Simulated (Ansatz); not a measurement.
**C2H5BO (SMILES B1CCO1): B3LYP/def2-SVP**

What is the vertical singlet–triplet gap of C2H5BO at B3LYP/def2-SVP? 

Program for the calculation: Ansatz 0.2.0.

68 further runs of the same task are left out: 68 set aside as unsound or not needed.

### Step 1. The molecule

C2H5BO: 9 atoms, total charge 0, spin state singlet. As SMILES, `B1CCO1`. The coordinates come from a PBE0-D4/def2-TZVP relaxation.

Bond lengths: B1–C2 1.580 Å, C2–C3 1.533 Å, B1–O4 1.364 Å, C3–O4 1.455 Å, B1–H5 1.195 Å, C2–H6 1.091 Å, C2–H7 1.091 Å, C3–H8 1.092 Å, C3–H9 1.092 Å. Some angles: B1–C2–C3 80.2°, C2–B1–O4 95.4°, C2–C3–O4 93.7°, B1–O4–C3 90.7°, B1–C2–H6 117.4°, B1–C2–H7 117.4°, C3–C2–H6 115.4°, C3–C2–H7 115.4°, C2–B1–H5 139.9°, O4–B1–H5 124.7°.

### Step 2. The energy at B3LYP/def2-SVP

File job.yaml:

```yaml
crystal:
  periodic: [false, false, false]
  atoms:
    - {symbol: B, position_ang: [-0.402600, 0.301700, -1.082000]}
    - {symbol: C, position_ang: [0.506000, 0.617000, 0.171000]}
    - {symbol: C, position_ang: [-0.098600, -0.719600, 0.617700]}
    - {symbol: O, position_ang: [-0.884800, -0.878500, -0.596200]}
    - {symbol: H, position_ang: [-0.697000, 0.772800, -2.139500]}
    - {symbol: H, position_ang: [0.236300, 1.479000, 0.782200]}
    - {symbol: H, position_ang: [1.586200, 0.614100, 0.021000]}
    - {symbol: H, position_ang: [-0.757600, -0.681300, 1.487200]}
    - {symbol: H, position_ang: [0.600600, -1.551500, 0.721500]}
basis:
  gaussian:
    orbitals: def2-SVP
hamiltonian:
  xc: {name: B3LYP}
accuracy: high
output:
  orbitals: {seedname: orbitals}
```

Started as:

```bash
ansatz run job.yaml --threads 1 --pin off --max-ram 3480MiB --events-out events.jsonl --progress --plain --runs-dir runs
```

Output:

```text
Warning: RAYON_NUM_THREADS=1 ignored (pool sized by the plan → 1); use --threads N
Functional definition: B3LYP
  name "B3LYP"
  parameter a0 = 0.2
  parameter ax = 0.72
  parameter ac = 0.81
  exchange = (1 - a0 - ax)*slater_x + ax*b88_x + a0*exact_x
  correlation = (1 - ac)*vwn_rpa_c + ac*lyp_c
1978 factors; integrals over basis functions are off by at most 3.5e-9 eV
mean field evaluation 1: about -4869.7883 eV, gradient 5.0e1 eV
mean field evaluation 2: about -4864.7019 eV, gradient 7.1e1 eV
mean field evaluation 4: about -4875.5215 eV, gradient 3.6e0 eV
mean field evaluation 8: about -4875.5488 eV, gradient 2.1e-1 eV
mean field evaluation 16: about -4875.5489 eV, gradient 3.2e-6 eV
mean field -4875.54890317 eV, -179.1731174259 hartree, gradient 6.2e-8 eV, S^2 0.000000; 0 other end points of the search recorded, 0 dependent functions left out
reference -4875.54894176 eV, -179.1731188440 hartree; 15, 15 occupied and 66, 66 virtual orbitals, 1978 factors
Total energy: -4875.54894176 eV, -179.1731188440 hartree
```

Run time: 4.8 s. Hardware: 1 thread of Arm Neoverse V2, shared host; peak memory 0.25 GiB.

### Step 3. The triplet, same level

File run.yaml:

```yaml
crystal:
  periodic: [false, false, false]
  atoms:
    - symbol: B
      position_ang: [-0.402600, 0.301700, -1.082000]
    - symbol: C
      position_ang: [0.506000, 0.617000, 0.171000]
    - symbol: C
      position_ang: [-0.098600, -0.719600, 0.617700]
    - symbol: O
      position_ang: [-0.884800, -0.878500, -0.596200]
    - symbol: H
      position_ang: [-0.697000, 0.772800, -2.139500]
    - symbol: H
      position_ang: [0.236300, 1.479000, 0.782200]
    - symbol: H
      position_ang: [1.586200, 0.614100, 0.021000]
    - symbol: H
      position_ang: [-0.757600, -0.681300, 1.487200]
    - symbol: H
      position_ang: [0.600600, -1.551500, 0.721500]
basis:
  gaussian:
    orbitals: def2-SVP
magnetization:
  spin_polarized: true
  initial_magnetization: 2
hamiltonian:
  xc: {name: B3LYP}
output:
  orbitals: {seedname: orbitals}
accuracy: high
```

Started as:

```bash
ansatz run run.yaml --threads 1 --pin off --max-ram 3480MiB --events-out events.jsonl --progress --plain --runs-dir runs
```

Output:

```text
Warning: RAYON_NUM_THREADS=1 ignored (pool sized by the plan → 1); use --threads N
Functional definition: B3LYP
  name "B3LYP"
  parameter a0 = 0.2
  parameter ax = 0.72
  parameter ac = 0.81
  exchange = (1 - a0 - ax)*slater_x + ax*b88_x + a0*exact_x
  correlation = (1 - ac)*vwn_rpa_c + ac*lyp_c
1978 factors; integrals over basis functions are off by at most 3.5e-9 eV
mean field evaluation 1: about -4864.7488 eV, gradient 3.1e1 eV
mean field evaluation 2: about -4859.7217 eV, gradient 4.8e1 eV
mean field evaluation 4: about -4869.3646 eV, gradient 3.0e0 eV
mean field evaluation 8: about -4869.6069 eV, gradient 2.5e-1 eV
mean field evaluation 16: about -4869.6078 eV, gradient 2.7e-3 eV
mean field evaluation 32: about -4869.6078 eV, gradient 1.0e-6 eV
mean field -4869.60776765 eV, -178.9547847223 hartree, gradient 2.4e-8 eV, S^2 2.004241; 4 other end points of the search recorded, 0 dependent functions left out
reference -4869.60780775 eV, -178.9547861962 hartree; 16, 14 occupied and 65, 67 virtual orbitals, 1978 factors
Total energy: -4869.60780775 eV, -178.9547861962 hartree
```

Run time: 15 s. Hardware: 1 thread of Arm Neoverse V2, shared host; peak memory 0.34 GiB.

### Step 4. Summary of results

At B3LYP/def2-SVP:

```
                                        quantity          value
                           singlet: total energy  -179.17312 Eh
                            singlet: HOMO energy       -8.05 eV
                            singlet: LUMO energy       -0.13 eV
                          singlet: HOMO–LUMO gap        7.92 eV
                           triplet: total energy  -178.95479 Eh
     triplet: HOMO energy (highest over α and β)       -2.22 eV
                                   triplet: ⟨S²⟩          2.004
vertical energy of the triplet above the singlet       5.941 eV
```

In words: At this shape the triplet lies 5.94 eV (573 kJ/mol) above the singlet.
